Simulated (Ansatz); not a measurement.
# C3H2Na+ (SMILES [CH2+]C#[C][Na]): one structure at several levels

One table from this session's results is given with a row withheld; the runs are named, their logs left out.

Computed with Ansatz 0.2.0, Gaussian basis. Level: single points in def2-TZVPP.

Cores are frozen in the correlated methods. The outer core shell of Li, Na, Mg and K is correlated.

## The starting structure

SMILES `[CH2+]C#[C][Na]`, 6 atoms, charge 1, spin multiplicity 1.

Atoms are counted from 1 here; the program's logs count them from 0.

Bond lengths: C1–C2 1.323 Å, C1–H5 1.057 Å, C1–H6 1.071 Å, C2–C3 1.246 Å, C3–Na4 2.331 Å. Angles: C2–C1–H5 123.9°, C2–C1–H6 121.4°, H5–C1–H6 114.7°, C1–C2–C3 179.0°, C2–C3–Na4 179.4°.

As a file:

| atom | x (Å) | y (Å) | z (Å) |
| --- | --- | --- | --- |
| C1 | 0.2362 | 1.1919 | 0.3994 |
| C2 | -0.0083 | -0.0383 | -0.0204 |
| C3 | -0.2207 | -1.2042 | -0.4045 |
| Na4 | -0.6348 | -3.3886 | -1.1049 |
| H5 | 0.7702 | 1.4177 | 1.2828 |
| H6 | -0.1125 | 2.0468 | -0.1435 |

The first run:

Contents of run/in.yaml:

```yaml
crystal:
  periodic: [false, false, false]
  atoms:
    - {symbol: C, position_ang: [0.236200, 1.191900, 0.399400]}
    - {symbol: C, position_ang: [-0.008300, -0.038300, -0.020400]}
    - {symbol: C, position_ang: [-0.220700, -1.204200, -0.404500]}
    - {symbol: Na, position_ang: [-0.634800, -3.388600, -1.104900]}
    - {symbol: H, position_ang: [0.770200, 1.417700, 1.282800]}
    - {symbol: H, position_ang: [-0.112500, 2.046800, -0.143500]}
basis:
  gaussian: {orbitals: def2-TZVPP}
total_charge: 1
correlation: {method: ccsd_t}
output: {forces: true}
```

No record of the launch command was kept for these runs.

Among the steps run: CCSD(T)/def2-TZVPP; PBE0-D4/def2-TZVPP; wB97M-V/def2-TZVPP; r2SCAN-D4/def2-TZVPP; PBE-D4/def2-TZVPP; r2SCAN0-D4/def2-TZVPP; CAM-B3LYP-D4/def2-TZVPP.

One table of the session follows, with a row left open; its other results are not shown here.

```
      method  RMS force component (eV/Å)  angle to CCSD(T) forces (°)
     CCSD(T)                       0.614                    reference
     PBE0-D4                       0.477                         28.8
     wB97M-V                       0.412                         32.1
   r2SCAN-D4                       0.510                         23.3
      PBE-D4                       0.645                         16.4
  r2SCAN0-D4                       0.408                         38.0
CAM-B3LYP-D4                           ?                            ?
```

Estimate the missing values for CAM-B3LYP-D4.

As computed: RMS force component (eV/Å): 0.396; angle to CCSD(T) forces (°): 43.8. In the column «RMS force component (eV/Å)» it is the lowest.
